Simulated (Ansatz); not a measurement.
Write a Python script for Ansatz's Python interface that makes a single point from a YAML input of MnBe₃, space group Pm-3m. Settings: PBEsol, PAW, the default cutoff (420 eV here), 7×7×7 k-points, Fermi-Dirac smearing of 0.05 eV, collinear spin.

The script reads `scf.yaml`:
```yaml
crystal:
  lattice:
    - [3.251745, 0.0, 0.0]
    - [0.0, 3.251745, 0.0]
    - [0.0, 0.0, 3.251745]
  atoms:
    - { symbol: Be, position: [0.0, 0.5, 0.5] }
    - { symbol: Be, position: [0.5, 0.0, 0.5] }
    - { symbol: Be, position: [0.5, 0.5, 0.0] }
    - { symbol: Mn, position: [0.0, 0.0, 0.0], spin: 2.8 }
magnetization:
  spin_polarized: true
kpoints:
  mp_grid: { grid: [7, 7, 7] }
hamiltonian:
  xc: pbesol
scf:
  occupations: { method: fermi_dirac, width: 0.05 }
output:
  stress: true
  eigenvalues: true
```

`run_yaml_run.py`
```python
'''MnBe3 from YAML text.'''

import ansatz as az


def main() -> None:
    planned = az.Session.from_deck('scf.yaml').plan(threads=1, pin='off')
    out = planned.execute()
    rep = out.report

    energy = rep['free_energy_ev']
    print('MnBe3: {:.6f} eV = {:.6f} Ry = {:.6f} Ha'.format(energy, energy / 13.605693, energy / 27.211386))
    print('Fermi level {:.4f} eV, {} k-points, {} symmetry operations'.format(rep['fermi_energy_ev'], rep['n_kpoints'], rep['n_symmetry_ops']))

    edges = rep.get('band_edges_ev')
    if edges:
        print(f'band edges on the mesh: {edges[0]:.3f} and {edges[1]:.3f} eV, gap {edges[1] - edges[0]:.3f} eV')
    else:
        print('no band edges reported (a metal, or a gap too narrow for this smearing); Fermi level', round(rep['fermi_energy_ev'], 3), 'eV')

    print(f'net moment {rep["magnetization_mub"]:.3f} muB, absolute {rep["absolute_magnetization_mub"]:.3f} muB')
    for index, (site, m) in enumerate(zip(out.lattice.sites, rep['site_moments_mub'])):
        print(f'  {index:2d} {site.symbol:2s} {m:7.3f}')

    print('doubts on the final state:', rep['published_state_doubts'] or 'none')
    print('warnings:', sorted({n['data']['kind'] for n in out.notices if n['data'].get('severity') in ('warning', 'doubt')}) or 'none')

    used = rep['setup']
    print('cutoffs (eV):', used['ecut_ev'], used['ecutrho_ev'], ' FFT grid:', used['fft_dense'])
    print('cell volume {:.3f} A^3, {} symmetry operations'.format(used['cell_volume_ang3'], used['n_sym_ops']))


if __name__ == '__main__':
    main()
```

```console
$ python run_yaml_run.py
DeckWarning: basis.ecutwfc = 420 eV, auto-derived from the records' recommended cutoffs: set by Be (normal level)
MnBe3: -4140.493849 eV = -304.320688 Ry = -152.160344 Ha
Fermi level 11.2970 eV, 20 k-points, 48 symmetry operations
no band edges reported (a metal, or a gap too narrow for this smearing); Fermi level 11.297 eV
net moment 0.906 muB, absolute 1.192 muB
   0 Be  -0.032
   1 Be  -0.032
   2 Be  -0.032
   3 Mn   0.994
doubts on the final state: none
warnings: none
cutoffs (eV): 420.0 1680.0  FFT grid: [24, 24, 24]
cell volume 34.383 A^3, 48 symmetry operations
```
(Warnings from the package without file and line, repeats left out.)

Caveats:
- Absolute energies stand on the zero of these potentials, so only differences at equal settings mean something. A total without «per atom» is that of the cell as typed.
- The mesh is modest for a metal, so energies can be off by several to tens of meV an atom and pressures by half a GPa or more; differences at equal mesh fare better.
- An absolute Fermi energy rests on an arbitrary zero of the periodic potential and has no direct meaning.
- The structure comes from a database of computed cells and needn't be a stable or known phase.
- Levels are Kohn-Sham eigenvalues on this mesh.
- It ran for 2.7 s on 1 thread of Arm Neoverse V2, on a shared host, peak memory 0.35 GiB.

(Lines on the test bed's own set-up are left out of the output.)
